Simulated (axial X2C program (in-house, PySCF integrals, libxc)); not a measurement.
# BiF⁻: from the state search to constants, part 1 of 2

What are the state, bond length, wavenumber and bond energy of BiF⁻, and what does spin–orbit coupling change?

Program: an in-house X2C program for linear molecules on PySCF integrals. Level of theory: all-electron X2C, Bi dyall-acv3z, F dyall-av3z. These are calculated values, not measurements.

## 1. Set-up

File task.json:

```json
{
 "zs": [
  83,
  9
 ],
 "q": -1,
 "bas": [
  "dyall-acv3z",
  "dyall-av3z"
 ],
 "levels": [
  "PBE0",
  "HF",
  "r2SCAN0"
 ],
 "cc": true,
 "r0": 2.15,
 "thr": -1.0,
 "nmax": 90,
 "npts": 10,
 "nst": 2,
 "ntry": 6
}
```

Keys: zs atomic numbers; q charge; bas basis sets; levels methods (HF also brings MP2); cc coupled cluster on or off; r0 starting distance in Å; thr threshold in hartree for freezing inner shells (an s shell follows its p shell); nmax most natural virtual spinors; npts points asked for on the curve; nst determinants followed; ntry starts of the search.

On the command line:

```bash
python so2c.py task.json out
```

Spin-free means the one-electron spin-free X2C Hamiltonian; two-component (2c) means X2C with spin–orbit coupling and atomic mean-field two-electron Coulomb and Gaunt terms. Basis: Bi dyall-acv3z contracted to [13s15p11d7f1g], F dyall-av3z contracted to [7s6p3d2f]; Gaussian nuclei, density fitting. Masses: Bi 208.980 u, F 18.998 u.

Notation: σ, π±, δ± give the projection m of an orbital's angular momentum (0, ±1, ±2), α and β its spin, Λ and M_S the sums; ω is the projection of a spinor's total angular momentum and Ω the sum. Logs are in hartree.

The results follow Hamiltonian by Hamiltonian and level by level.

## 2. Which state to follow

Determinants are compared with PBE0 at 2.150 Å.

Spin-free determinants:

```
ΔE (eV)             state                          open shells
   0.00  M_S = 1/2, Λ = 1  beyond closed shells: π+α, π+β, π-α
   0.52  M_S = 3/2, Λ = 0   beyond closed shells: σα, π+α, π-α
   0.88  M_S = 1/2, Λ = 0   beyond closed shells: σβ, π+α, π-α
   1.46  M_S = 1/2, Λ = 2   beyond closed shells: σα, π+α, π+β
   1.46  M_S = 1/2, Λ = 0   beyond closed shells: σα, π+β, π-α
   1.93  M_S = 3/2, Λ = 1   beyond closed shells: 2 × π+α, π-α
   2.76  M_S = 1/2, Λ = 1   beyond closed shells: 2 × π+α, π-β
```

Two-component determinants:

```json
{"ΔE (eV)": "0.00", "state": "Ω = 3/2", "open shells": "excess of +ω over −ω: ω = 3/2"}
{"ΔE (eV)": "1.02", "state": "Ω = 1/2", "open shells": "excess of +ω over −ω: ω = 1/2"}
{"ΔE (eV)": "1.18", "state": "Ω = 1/2", "open shells": "excess of +ω over −ω: ω = 1/2"}
{"ΔE (eV)": "1.71", "state": "Ω = 1/2", "open shells": "excess of +ω over −ω: 2 × ω = -1/2, ω = 3/2"}
{"ΔE (eV)": "2.24", "state": "Ω = 5/2", "open shells": "excess of +ω over −ω: 2 × ω = 1/2, ω = 3/2"}
{"ΔE (eV)": "2.74", "state": "Ω = 5/2", "open shells": "excess of +ω over −ω: ω = -1/2, 2 × ω = 3/2"}
{"ΔE (eV)": "3.46", "state": "Ω = 7/2", "open shells": "excess of +ω over −ω: ω = 1/2, 2 × ω = 3/2"}
```

## 3. PBE0, spin-free

State followed: M_S = 1/2, Λ = 1 (beyond closed shells: π+α, π+β, π-α). The scan is laid around 2.189 Å, a first estimate of the minimum, and this SCF restarts from the orbitals of the search.

Output at 2.189 Å:

```text
spin-free X2C-1e  PBE0
basis functions 225  fitting functions 1191  grid points 5080
iter        total energy     max residual
   1     -21634.288895813     3.14e+01
   2     -21635.311189323     3.17e-01
   3     -21635.336770202     6.24e-01
   4     -21635.343855083     1.45e-01
   5     -21635.349600474     1.27e-01
   6     -21635.350304044     5.67e-02
   7     -21635.350911202     1.26e-02
   8     -21635.350926780     5.34e-03
   9     -21635.350928199     4.02e-04
  10     -21635.350928270     3.28e-04
  11     -21635.350928281     1.85e-05
  12     -21635.350928281     1.92e-05
converged
one-electron -29958.80327809  Coulomb 8556.94314523  exact exchange -101.93481551  xc functional -312.13860967  nuclear repulsion 180.58262977
```

Along the bond, energies from the lowest point:

| R (Å) | E (eV) | μ (D) | HOMO (eV) | LUMO (eV) | iterations |
| --- | --- | --- | --- | --- | --- |
| 1.904 | 0.3799 | -0.99 | 0.80 | 2.27 | 26 |
| 1.992 | 0.1032 | -1.59 | 0.72 | 2.21 | 20 |
| 2.058 | 0.0156 | -2.04 | 0.65 | 2.16 | 20 |
| 2.123 | 0.0000 | -2.49 | 0.58 | 2.11 | 16 |
| 2.189 | 0.0362 | -2.94 | 0.51 | 2.05 | 12 |
| 2.266 | 0.1239 | -3.45 | 0.42 | 1.98 | 19 |
| 2.342 | 0.2437 | -3.95 | 0.34 | 1.91 | 16 |
| 2.441 | 0.4248 | -4.58 | 0.23 | 1.82 | 18 |

Dipoles are positive if F is the positive end and refer to the centre of mass.

Outer orbitals at the reference distance:

| symmetry | occupied | ε (eV) | atomic character |
| --- | --- | --- | --- |
| π-α | yes | -23.78 | 100% Bi d |
| π+α | yes | -23.78 | 100% Bi d |
| π+β | yes | -23.71 | 100% Bi d |
| π-β | yes | -23.69 | 100% Bi d |
| δ-α | yes | -23.58 | 100% Bi d |
| δ+α | yes | -23.58 | 100% Bi d |
| σα | yes | -23.49 | 79% Bi d, 19% F s |
| δ+β | yes | -23.47 | 100% Bi d |
| δ-β | yes | -23.42 | 100% Bi d |
| σβ | yes | -23.42 | 78% Bi d, 19% F s |
| σα | yes | -10.54 | 78% Bi s, 17% F p, 2% F s |
| σβ | yes | -9.87 | 75% Bi s, 20% F p, 2% F s |
| σα | yes | -4.97 | 75% F p, 14% Bi p, 8% Bi s |
| σβ | yes | -4.89 | 74% F p, 13% Bi p, 10% Bi s |
| π-α | yes | -4.79 | 93% F p, 3% Bi p |
| π+α | yes | -4.79 | 93% F p, 3% Bi p |
| π+β | yes | -4.71 | 94% F p, 3% Bi p, 2% Bi f |
| π-β | yes | -4.59 | 94% F p, 3% Bi p, 2% Bi f |
| π-α | yes | -0.19 | 90% Bi p, 6% F p, 2% Bi d |
| π+α | yes | -0.19 | 90% Bi p, 6% F p, 2% Bi d |
| π+β | yes | 0.51 | 91% Bi p, 6% F p, 2% Bi d |
| π-β | no | 2.05 | 91% Bi p, 6% F p, 2% Bi d |
| σα | no | 2.57 | 76% Bi p, 12% Bi s, 4% Bi d |
| σβ | no | 2.70 | 80% Bi p, 12% Bi s, 4% Bi d |
| π-α | no | 3.22 | 100% Bi p |

PBE0 fields in the half plane through the axis: z from -2.4 to 4.5 Å across, distance from the axis 0.15 to 2.25 Å upwards; Bi lies at z = 0 and F at z = 2.189 Å; the ELF is damped to zero where the density is low.

log10 density (e/bohr³). Ten even steps from ' ' (-5.32 ) to '@' (1.95 ):
```
::::----------------------::::::::::......      
::::------============--------::::::::::....    
::------================--------------::::....  
::----======++++++++================----::::....
::----====++++++++++++++====++++++====----::....
::----==++++**********++++++++**++++====--::::..
::----==++++**######**++++++**##****++==----::..
::--====++**##%%@@%%##**++**######**++====--::..
```

ELF. Ten even steps from ' ' (0.00 ) to '@' (0.87 ):
```
    ::==**##%%%%%%%%**==..                      
  ..::==**%%%%@@@@%%##==..                      
  ..::==**%%%%@@%%%%##==..                      
    ::==**##########**--..  ..::::::..          
    ..--++**++========--....==****++--..        
    ..--========++==--::..==##@@@@##++--..      
      ::====++##**##++::::##@@@@@@@@##==..      
      ::====##--++--##::::%%@@..==@@##==::      
```

Re = 2.107 Å, ωe = 450 cm⁻¹, ωexe = 2.53 cm⁻¹, Be = 0.218 cm⁻¹, De = 1.69 eV, μ = -2.38 D.

## 4. HF, spin-free

The SCF at the reference distance of 2.189 Å:

```text
spin-free X2C-1e  HF
basis functions 225  fitting functions 1191  grid points 5080
iter        total energy     max residual
   1     -21629.016765148     6.45e-01
   2     -21629.057046384     1.39e-02
   3     -21629.058237233     2.62e-02
   4     -21629.058615128     3.43e-03
   5     -21629.058650663     1.18e-03
   6     -21629.058667376     1.71e-03
   7     -21629.058671973     3.97e-04
   8     -21629.058673449     2.16e-04
   9     -21629.058673710     1.32e-04
  10     -21629.058673752     2.98e-05
  11     -21629.058673761     1.92e-05
  12     -21629.058673763     9.04e-06
  13     -21629.058673764     2.98e-06
converged
one-electron -29958.92051747  Coulomb 8557.21443636  exact exchange -407.93522242  xc functional 0.00000000  nuclear repulsion 180.58262977
```

Re = 2.093 Å, ωe = 457 cm⁻¹, ωexe = 2.76 cm⁻¹, Be = 0.2209 cm⁻¹, De = 0.825 eV, μ = -2.67 D.

## 5. r2SCAN0, spin-free

The SCF at the reference distance of 2.189 Å:

```text
spin-free X2C-1e  r2SCAN0
basis functions 225  fitting functions 1191  grid points 5080
iter        total energy     max residual
   1     -21635.356201783     2.22e-01
   2     -21635.359756826     5.25e-03
   3     -21635.359954664     9.90e-03
   4     -21635.359971601     4.57e-04
   5     -21635.359973937     1.80e-03
   6     -21635.359975094     3.69e-04
   7     -21635.359975205     1.27e-04
   8     -21635.359975221     3.55e-05
   9     -21635.359975222     1.43e-05
converged
one-electron -29958.99882451  Coulomb 8557.17424241  exact exchange -101.94711108  xc functional -312.17091181  nuclear repulsion 180.58262977
```

Re = 2.093 Å, ωe = 463 cm⁻¹, ωexe = 2.53 cm⁻¹, Be = 0.221 cm⁻¹, De = 1.51 eV, μ = -2.35 D.

## 6. MP2 and beyond, spin-free

Correlated methods: 13 electrons correlated (frozen shells, counted by type: Bi 5 s, 4 p, 3 d, 1 f; F 1 s), 277 virtual spinors in MP2, 90 natural virtuals in coupled cluster.

Output of the correlated part at 2.189 Å:

```text
correlated 13  virtual 277  natural virtual 90  E(MP2) -0.374013293  MP2 remainder -0.021990622
iter   CCSD correlation   residual
   1     -0.349079578   1.44e-01
   2     -0.358656078   6.68e-02
   3     -0.361627044   2.60e-02
   4     -0.361559900   9.47e-03
   5     -0.361605619   3.87e-03
   6     -0.361637810   1.38e-03
   7     -0.361630962   4.96e-04
   8     -0.361627126   1.61e-04
   9     -0.361630285   6.60e-05
  10     -0.361628820   2.98e-05
  11     -0.361629182   1.04e-05
  12     -0.361629061   4.67e-06
  13     -0.361629030   1.82e-06
  14     -0.361629009   7.89e-07
  15     -0.361629006   3.63e-07
(T) -0.012717645  T1 0.0233  D1 0.0437  max T2 0.063
```

T1 in the output is the amplitude norm over the root of the electron number; divide by √2 for the Lee–Taylor value.

MP2: Re = 2.122 Å, ωe = 446 cm⁻¹, Be = 0.2151 cm⁻¹, De = 1.33 eV.

CCSD: Re = 2.115 Å, ωe = 448 cm⁻¹, ωexe = 2.54 cm⁻¹, Be = 0.2163 cm⁻¹, De = 1.51 eV. T1 at Re = 0.016 (Lee–Taylor, the printed value over √2).

CCSD(T): Re = 2.122 Å, ωe = 443 cm⁻¹, ωexe = 2.45 cm⁻¹, Be = 0.215 cm⁻¹, De = 1.51 eV. T1 at Re = 0.016 (Lee–Taylor, the printed value over √2).

## 7. A higher determinant, spin-free

State: M_S = 3/2, Λ = 0 (beyond closed shells: σα, π+α, π-α).

Output at the reference distance:

```text
spin-free X2C-1e  PBE0
basis functions 225  fitting functions 1191  grid points 5080
iter        total energy     max residual
   1     -21634.245034649     3.11e+01
   2     -21635.289153125     3.10e-01
   3     -21635.315872645     7.27e-01
   4     -21635.325199013     1.51e-01
   5     -21635.332321179     1.52e-01
   6     -21635.333349048     6.06e-02
   7     -21635.333892643     1.54e-02
   8     -21635.333917715     6.97e-03
   9     -21635.333920448     1.32e-03
  10     -21635.333920900     1.26e-03
  11     -21635.333921097     2.76e-04
  12     -21635.333921126     2.06e-04
  13     -21635.333921131     2.06e-05
  14     -21635.333921131     1.05e-05
converged
one-electron -29957.19848197  Coulomb 8555.37779770  exact exchange -101.94365529  xc functional -312.15221134  nuclear repulsion 180.58262977
```

| R (Å) | E above the lowest PBE0 point (eV) |
| --- | --- |
| 1.904 | 1.193 |
| 1.992 | 0.835 |
| 2.058 | 0.668 |
| 2.123 | 0.561 |
| 2.189 | 0.499 |
| 2.266 | 0.467 |
| 2.342 | 0.467 |
| 2.441 | 0.498 |

No constants are quoted: too few points lie around the minimum for a second fit to confirm the first.

## 8. The spin-free curves together

Energy (eV) of the followed determinant, spin-free, from each level's lowest point:

| R (Å) | PBE0 | HF | MP2 | CCSD | CCSD(T) | r2SCAN0 |
| --- | --- | --- | --- | --- | --- | --- |
| 1.904 | 0.380 | 0.332 | 0.441 | 0.416 | 0.436 | 0.335 |
| 1.992 | 0.103 | 0.076 | 0.134 | 0.121 | 0.132 | 0.077 |
| 2.058 | 0.016 | 0.003 | 0.029 | 0.023 | 0.029 | 0.003 |
| 2.123 | 0.000 | 0.000 | 0.000 | 0.000 | 0.000 | 0.000 |
| 2.189 | 0.036 | 0.046 | 0.026 | 0.030 | 0.025 | 0.048 |
| 2.266 | 0.124 | 0.143 | 0.105 | 0.113 | 0.103 | 0.149 |
| 2.342 | 0.244 | 0.269 | 0.219 | 0.229 | 0.215 | 0.281 |
| 2.441 | 0.425 | 0.454 | 0.397 | n/a | n/a | 0.475 |

(Continued in part 2 of 2.)
